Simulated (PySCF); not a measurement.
# C₅H₃BCl₂O₂: a tour of settings, part 2 of 2

PySCF 2.14.0. Atoms count from 0. Earlier steps stand in the parts before.

## (5) Shielding tensors: BP86/6-31++G**

The job: settings as JSON, then the geometry in Å.

```
{"job": {"kind": "nmr", "xc": "BP86", "basis": "6-31++G**", "pop": true, "scf": {"damp": 0.9, "max_cycle": 58}}, "charge": 0, "multiplicity": 1}
O     -2.391326     1.650701     0.056273
C     -1.483682     0.864216     0.020915
C     -0.037439     1.189030    -0.005986
C      0.735986     0.086138    -0.001546
B      2.301033     0.027112    -0.037960
Cl     3.115618    -1.334219    -0.662717
Cl     3.194230     1.374363     0.546991
C     -0.147312    -1.129630     0.037339
O      0.219516    -2.270213     0.099885
C     -1.581917    -0.645638     0.004935
H      0.310802     2.207881    -0.031348
H     -2.153596    -1.024360     0.853498
H     -2.086300    -0.994896    -0.898006
```

With the program's defaults for keys left out, this is: GIAO BP86/6-31++G** NMR shielding, non-relativistic, gas phase.

The program printed:

```text
damping 0.90 in the first 6 cycles
final grid: 129272 points
cycle   1  E = -1287.9036673518  dE =  1.733e+00  |g| = 1.099e+00  |ddm| = 8.451e+00
cycle   2  E = -1288.0374784600  dE = -1.338e-01  |g| = 7.410e-01  |ddm| = 6.125e-01
cycle   3  E = -1288.0998465663  dE = -6.237e-02  |g| = 4.954e-01  |ddm| = 4.795e-01
cycle   4  E = -1288.1277675225  dE = -2.792e-02  |g| = 3.367e-01  |ddm| = 3.813e-01
cycle   5  E = -1288.1404823180  dE = -1.271e-02  |g| = 2.366e-01  |ddm| = 3.093e-01
cycle   6  E = -1288.1020168472  dE =  3.847e-02  |g| = 5.129e-01  |ddm| = 3.870e+00
cycle   7  E = -1287.8182000385  dE =  2.838e-01  |g| = 1.302e+00  |ddm| = 4.660e+00
cycle   8  E = -1288.1504003729  dE = -3.322e-01  |g| = 1.297e-01  |ddm| = 2.421e+00
cycle   9  E = -1288.1545725780  dE = -4.172e-03  |g| = 2.294e-02  |ddm| = 7.989e-01
cycle  10  E = -1288.1546672175  dE = -9.464e-05  |g| = 1.402e-02  |ddm| = 1.214e-01
cycle  11  E = -1288.1547004264  dE = -3.321e-05  |g| = 7.415e-03  |ddm| = 5.838e-02
cycle  12  E = -1288.1547120613  dE = -1.163e-05  |g| = 1.975e-03  |ddm| = 2.418e-02
cycle  13  E = -1288.1547127870  dE = -7.257e-07  |g| = 7.592e-04  |ddm| = 7.828e-03
cycle  14  E = -1288.1547129247  dE = -1.377e-07  |g| = 2.191e-04  |ddm| = 3.050e-03
cycle  15  E = -1288.1547129380  dE = -1.332e-08  |g| = 7.963e-05  |ddm| = 1.259e-03
cycle  16  E = -1288.1547129393  dE = -1.266e-09  |g| = 3.649e-05  |ddm| = 4.702e-04
cycle  17  E = -1288.1547129396  dE = -3.292e-10  |g| = 9.223e-06  |ddm| = 2.126e-04
converged SCF energy = -1288.1547129396

GIAO shielding tensors (ppm)
atom      isotropic    diamagn.    paramagn.     s11        s22        s33       span
  0 O     -324.253     386.449    -710.702  -1050.463   -287.919    365.621   1416.084
  1 C       -2.829     246.256    -249.085    -57.300    -41.675     90.488    147.788
  2 C       49.230     267.631    -218.400    -62.267     72.630    137.328    199.595
  3 C       47.982     255.577    -207.596    -56.767     56.560    144.152    200.919
  4 B       57.260     204.473    -147.213     34.469     41.498     95.813     61.345
  5 Cl     612.328    1141.427    -529.099    353.831    544.251    938.902    585.071
  6 Cl     648.876    1141.986    -493.109    355.247    699.861    891.521    536.274
  7 C       -0.416     250.659    -251.075    -57.743    -26.738     83.233    140.976
  8 O     -293.603     395.410    -689.013   -964.205   -279.615    363.010   1327.215
  9 C      149.476     265.233    -115.757    142.093    145.106    161.228     19.135
 10 H       24.588      30.679      -6.091     18.809     24.165     30.791     11.982
 11 H       29.016      32.146      -3.129     26.669     28.141     32.239      5.569
 12 H       28.986      32.220      -3.234     26.558     28.015     32.385      5.826
```

It took 52 s on 1 thread of Arm Neoverse V2, shared host; peak memory 0.81 GiB.

Despite heavy damping, the SCF converged in 17 cycles.

Key values: δ C1 197.4, C7 195.0, C3 146.6, C2 145.3, H10 7.23, H11 2.82 ppm (means over like atoms).

## (6) Nuclear shieldings: B97-2/6-311G**

Settings changed since step 5:

```diff
@@ -1,2 +1,2 @@
-{"job": {"kind": "nmr", "xc": "BP86", "basis": "6-31++G**", "pop": true, "scf": {"damp": 0.9, "max_cycle": 58}}, "charge": 0, "multiplicity": 1}
+{"job": {"kind": "nmr", "xc": "B97-2", "basis": "6-311G**", "pop": true, "scf": {"conv": 1e-08}}, "charge": 0, "multiplicity": 1}
 O     -2.391326     1.650701     0.056273
```

With the program's defaults for keys left out, this is: GIAO B97-2/6-311G** NMR shielding, non-relativistic, gas phase.

The program printed:

```text
final grid: 129272 points
cycle   1  E = -1287.8953837386  dE =  1.924e+00  |g| = 1.148e+00  |ddm| = 3.523e+00
cycle   2  E = -1285.3584356940  dE =  2.537e+00  |g| = 3.259e+00  |ddm| = 4.169e+00
cycle   3  E = -1288.0960042666  dE = -2.738e+00  |g| = 4.586e-01  |ddm| = 3.625e+00
cycle   4  E = -1288.1500662981  dE = -5.406e-02  |g| = 1.598e-01  |ddm| = 6.202e-01
cycle   5  E = -1288.1543076091  dE = -4.241e-03  |g| = 9.080e-02  |ddm| = 2.093e-01
cycle   6  E = -1288.1557636558  dE = -1.456e-03  |g| = 3.017e-02  |ddm| = 1.049e-01
cycle   7  E = -1288.1559178025  dE = -1.541e-04  |g| = 9.935e-03  |ddm| = 3.290e-02
cycle   8  E = -1288.1559373509  dE = -1.955e-05  |g| = 2.919e-03  |ddm| = 1.128e-02
cycle   9  E = -1288.1559390340  dE = -1.683e-06  |g| = 1.294e-03  |ddm| = 3.793e-03
cycle  10  E = -1288.1559393773  dE = -3.433e-07  |g| = 6.433e-04  |ddm| = 1.722e-03
cycle  11  E = -1288.1559394834  dE = -1.061e-07  |g| = 1.319e-04  |ddm| = 6.916e-04
cycle  12  E = -1288.1559394876  dE = -4.159e-09  |g| = 2.580e-05  |ddm| = 1.347e-04
converged SCF energy = -1288.1559394876

GIAO shielding tensors (ppm)
atom      isotropic    diamagn.    paramagn.     s11        s22        s33       span
  0 O     -370.353     393.375    -763.728  -1110.550   -373.174    372.665   1483.214
  1 C      -10.998     249.753    -260.751    -84.034    -33.840     84.879    168.913
  2 C       31.388     255.393    -224.006    -90.970     51.917    133.217    224.186
  3 C       32.999     256.591    -223.592    -79.252     36.668    141.581    220.832
  4 B       54.552     195.345    -140.794     31.038     39.057     93.560     62.522
  5 Cl     665.699    1146.500    -480.801    401.159    653.676    942.263    541.104
  6 Cl     694.302    1146.232    -451.931    415.016    764.959    902.930    487.914
  7 C       -9.526     250.239    -259.766    -84.440    -22.566     78.427    162.867
  8 O     -336.122     395.014    -731.135  -1016.395   -361.891    369.921   1386.316
  9 C      145.716     252.618    -106.903    139.913    141.205    156.029     16.116
 10 H       24.658      32.203      -7.544     19.104     24.243     30.628     11.524
 11 H       29.334      29.673      -0.339     26.614     28.560     32.828      6.213
 12 H       29.328      29.652      -0.323     26.616     28.420     32.950      6.334
```

Run time: 32 s. Hardware: 1 thread of Arm Neoverse V2, shared host; peak memory 0.98 GiB.

In short: δ C1 200.8, C7 199.4, C2 158.5, C3 156.8, H10 7.53, H11 2.86 ppm (means over like atoms).

## (7) Side by side: NMR shifts

Shifts (ppm) of some atoms, chosen among heavy atoms and hydrogens apart, means over like atoms, with basis size and wall time:

| run | C7 | C2 | C3 | H10 | H11 | O0 | O8 | functions | time |
| --- | --- | --- | --- | --- | --- | --- | --- | --- | --- |
| PBE0/pcSseg-1 | 206.0 | 164.3 | 162.0 | 7.57 | 2.88 | 734.1 | 701.0 | 199 | 28 s |
| HCTH407/cc-pVDZ | 195.0 | 145.7 | 146.8 | 6.89 | 2.59 | 684.8 | 647.3 | 163 | 56 s |
| BP86/6-31++G** | 195.0 | 145.3 | 146.6 | 7.23 | 2.82 | 660.8 | 630.1 | 206 | 52 s |
| B97-2/6-311G** | 199.4 | 158.5 | 156.8 | 7.53 | 2.86 | 710.9 | 676.7 | 214 | 32 s |

## (8) Summary of results

The summary covers parts 1 to 2.

| quantity | value |
| --- | --- |
| 13C shifts against TMS (PBE0/pcSseg-1) | 207.8, 206.0, 164.3, 162.0, 45.5 ppm |
| 1H shifts against TMS (PBE0/pcSseg-1, means over atoms taken as alike) | 7.57, 2.88 ppm |
| 17O shifts against H2O (PBE0/pcSseg-1) | 734.1, 701.0 ppm |
| 11B shifts against BF3·OEt2 (PBE0/pcSseg-1) | 53.9 ppm |
| 35Cl shifts against HCl (PBE0/pcSseg-1, means over atoms taken as alike) | 298 ppm |
| lowest singlet (PBE0/def2-SVPD) | 2.55 eV (486 nm), f = 0.000 |
| brightest single state of those computed | state 6, 5.29 eV, f = 0.280 |
| lowest triplet | 2.19 eV |
| range of the shift of O0 | 660.8 to 734.1 ppm |

In words: Single values in the summary come from the first run of each kind that ended normally (PBE0/pcSseg-1; PBE0/def2-SVPD), which need not be the best level. The most deshielded hydrogen is H10 (hydrogen on a β carbon of a C=C–C=O unit), at 7.57 ppm: attached to an sp2 carbon and in the plane of the double bond. At PBE0/pcSseg-1: The widest tensor belongs to O0: span 1539 ppm, with a paramagnetic part of -794 ppm. The lowest singlet, at 2.55 eV, is HOMO→LUMO 0.96 and is dark; of the 6 states computed, the strongest absorption comes from state 6 at 5.29 eV (the last computed, so partners may be missing). The lowest triplet lies 0.36 eV below the lowest singlet (triplets in Tamm-Dancoff, singlets in full TDDFT). Among the atoms with a shift in every run: In ppm, O0 moves most: its shift spreads over 73.3 ppm, from 660.8 (BP86/6-31++G**) to 734.1 (PBE0/pcSseg-1).
